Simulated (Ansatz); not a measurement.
The system is Ta3AsAu2O13.

```
CELL_PARAMETERS angstrom
6.80067 -1.92163 -0.02621
6.80067 1.92163 -0.02621
-1.72225 0.00000 10.37288
ATOMIC_POSITIONS crystal
Ta 0.29832 0.29832 0.63042
Ta 0.35838 0.35838 0.00386
Ta 0.64153 0.64153 0.99841
As 0.70210 0.70210 0.36249
Au 0.60176 0.60176 0.63181
Au 0.39989 0.39989 0.36577
O 0.34257 0.34257 0.80557
O 0.41638 0.41638 0.55635
O 0.78159 0.78159 0.59389
O 0.65958 0.65958 0.20071
O 0.59095 0.59095 0.43486
O 0.21897 0.21897 0.41156
O 0.61546 0.61546 0.82214
O 0.14400 0.14400 0.64097
O 0.38300 0.38300 0.17947
O 0.84498 0.84498 0.35825
O 0.50050 0.50050 0.00258
O 0.81269 0.81269 0.99232
O 0.18737 0.18737 0.00856
```

The cell was built by a generator and needn't be a form met in nature.

| Property | Result |
| --- | --- |
| Program | Ansatz 0.2.0 |
| Task | relaxation of cell and atoms |
| Functional | RPBE |
| Potentials or basis | Ansatz PAW |
| Cutoff | 420 eV (not typed: the program's choice for these potentials) |
| k mesh | 5 × 5 × 2 |
| Occupations | fermi-dirac, width 0.05 eV |
| Spin | no spin polarisation |

At the start: volume 14.26 Å³/atom.

Task: Where does the relaxation end?

Result: It ends after 13 steps and the volume is 14.65 Å³/atom (+2.8 %); space group Cm (No. 8, to 0.05 Å).

Step by step:
| step | energy change (eV) | largest force (eV/Å) | volume (Å³) |
| --- | --- | --- | --- |
| 1 | 0.0000 | 0.1288 | 270.94 |
| 2 | -0.0443 | 0.1720 | 277.67 |
| 3 | -0.0486 | 0.0932 | 277.61 |
| 4 | -0.0500 | 0.0695 | 277.70 |
| 5 | -0.0502 | 0.1030 | 277.75 |
| 6 | -0.0504 | 0.0523 | 277.88 |
| 7 | -0.0504 | 0.0137 | 277.98 |
| 8 | -0.0502 | 0.0132 | 278.03 |
| 9 | -0.0505 | 0.0076 | 277.96 |
| 10 | -0.0767 | 0.0076 | 277.96 |
| 11 | -0.0753 | 0.0189 | 278.45 |
| 12 | -0.0755 | 0.0089 | 278.41 |
| 13 | -0.0772 | 0.0090 | 278.41 |

Final structure:
```yaml
crystal:
  lattice:
    - [6.87850, -1.93439, -0.00916]
    - [6.87850, 1.93439, -0.00916]
    - [-1.71561, 0.00000, 10.46418]
  atoms:
    - { symbol: Ta, position: [0.29964, 0.29964, 0.63223] }
    - { symbol: Ta, position: [0.35935, 0.35935, 0.00379] }
    - { symbol: Ta, position: [0.64045, 0.64045, 0.99693] }
    - { symbol: As, position: [0.70119, 0.70119, 0.36032] }
    - { symbol: Au, position: [0.60319, 0.60319, 0.63156] }
    - { symbol: Au, position: [0.39772, 0.39772, 0.36471] }
    - { symbol: O, position: [0.34428, 0.34428, 0.80589] }
    - { symbol: O, position: [0.41537, 0.41537, 0.55485] }
    - { symbol: O, position: [0.78320, 0.78320, 0.60030] }
    - { symbol: O, position: [0.65823, 0.65823, 0.20020] }
    - { symbol: O, position: [0.59216, 0.59216, 0.43558] }
    - { symbol: O, position: [0.21870, 0.21870, 0.41057] }
    - { symbol: O, position: [0.61549, 0.61549, 0.82213] }
    - { symbol: O, position: [0.14574, 0.14574, 0.64170] }
    - { symbol: O, position: [0.38209, 0.38209, 0.17824] }
    - { symbol: O, position: [0.84312, 0.84312, 0.35854] }
    - { symbol: O, position: [0.50060, 0.50060, 0.00258] }
    - { symbol: O, position: [0.81370, 0.81370, 0.99207] }
    - { symbol: O, position: [0.18580, 0.18580, 0.00780] }
```

Caveat: the plane-wave basis is chosen anew once the cell has moved, so the energies of steps on either side of that aren't comparable; the pressure holds a Pulay correction of +0.5 GPa for the finite cutoff; the PAW data sets come from PBE, with cores solved anew for the run's functional, which leaves a small shift of forces and pressure.
